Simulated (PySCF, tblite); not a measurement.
**C7H7BF2: geometry, infrared bands and NMR shifts**

Wanted: the infrared bands and NMR shifts of C7H7BF2 (`FCC1=CC=C(F)C=CB1`), by calculation.

Programs: tblite 0.8.0 and PySCF 2.14.0, with density-fitted response routines of our own. Each step states its level of theory. These are calculated values for one molecule in the gas phase, unless marked as measured. Atoms are numbered from 0 throughout.

## (1) Starting geometry

17 atoms, charge 0, multiplicity 1; geometry from: force field or distance geometry start.

Bonds of the start (Å): F0–C1 1.37, C1–C2 1.52, C2–C3 1.32, C3–C4 1.48, C4–C5 1.34, C5–F6 1.36, C5–C7 1.48, C7–C8 1.33, C8–B9 1.56, B9–C2 1.56, C1–H10 1.11, C1–H11 1.12, C3–H12 1.10, C4–H13 1.08, C7–H14 1.08, C8–H15 1.08, B9–H16 1.18.

## (2) Geometry optimisation with GFN2-xTB

The job: settings as JSON, then the geometry in Å.

```
{"job": {"kind": "relax", "xc": "GFN2-xTB", "basis": "xTB"}, "charge": 0, "multiplicity": 1}
F     -3.118000    -0.105600    -1.130100
C     -2.509000     0.436000    -0.025800
C     -1.024200     0.106800    -0.054700
C     -0.613700    -1.059900     0.416700
C      0.740900    -1.654300     0.340800
C      1.923500    -1.035500     0.228900
F      3.032600    -1.821100     0.269800
C      2.192600     0.422500     0.163700
C      1.376800     1.353700    -0.316600
B     -0.101800     1.138500    -0.770100
H     -2.676200     1.528000    -0.000500
H     -2.979300     0.010000     0.901100
H     -1.365100    -1.734300     0.848900
H      0.776700    -2.730800     0.442700
H      3.192100     0.737700     0.403900
H      1.757100     2.363300    -0.412800
H     -0.612100     2.057000    -1.315800
```

Started as:

```
OMP_NUM_THREADS=1 python probes_run.py task.json out
```

The driver reads the jobs from task.json and runs them one after another.

**Question.** This job is followed by: GFN2-xTB harmonic vibrations, gas phase; GIAO PBE0/pcSseg-1 NMR shielding, non-relativistic, gas phase. What will the session give for the following? strongest single infrared mode (GFN2-xTB); zero-point energy (GFN2-xTB); 13C shifts against TMS (PBE0/pcSseg-1); 1H shifts against TMS (PBE0/pcSseg-1, means over atoms taken as alike); 19F shifts against CFCl3 (PBE0/pcSseg-1); 11B shifts against BF3·OEt2 (PBE0/pcSseg-1).

As calculated:

| quantity | value |
| --- | --- |
| strongest single infrared mode (GFN2-xTB) | 1136 cm⁻¹, 183 km/mol |
| zero-point energy (GFN2-xTB) | 76.1 kcal/mol |
| 13C shifts against TMS (PBE0/pcSseg-1) | 176.3, 172.0, 159.3, 148.2, 144.8, 128.6, 91.8 ppm |
| 1H shifts against TMS (PBE0/pcSseg-1, means over atoms taken as alike) | 8.67, 8.49, 8.36, 7.80, 6.34, 6.19 ppm |
| 19F shifts against CFCl3 (PBE0/pcSseg-1) | -83.0, -247.8 ppm |
| 11B shifts against BF3·OEt2 (PBE0/pcSseg-1) | 42.1 ppm |

What this shows: Relaxing lowered the energy by 0.558 eV in 131 steps; the close pair that moved most is C3–C4, from 1.481 to 1.406 Å. All 45 modes are real, so the xTB geometry is a minimum. The strongest single mode, at 1136 cm⁻¹, moves mainly C5. GFN2-xTB is a fitted tight-binding method: band positions and strengths are rough. Its intensities can rank the bands wrongly. At PBE0/pcSseg-1: Shielding is most anisotropic at C8 (span 305 ppm, paramagnetic term -232 ppm). NICS(1)zz of -19 ppm above the planar ring from C2 marks a diatropic (aromatic) ring current.
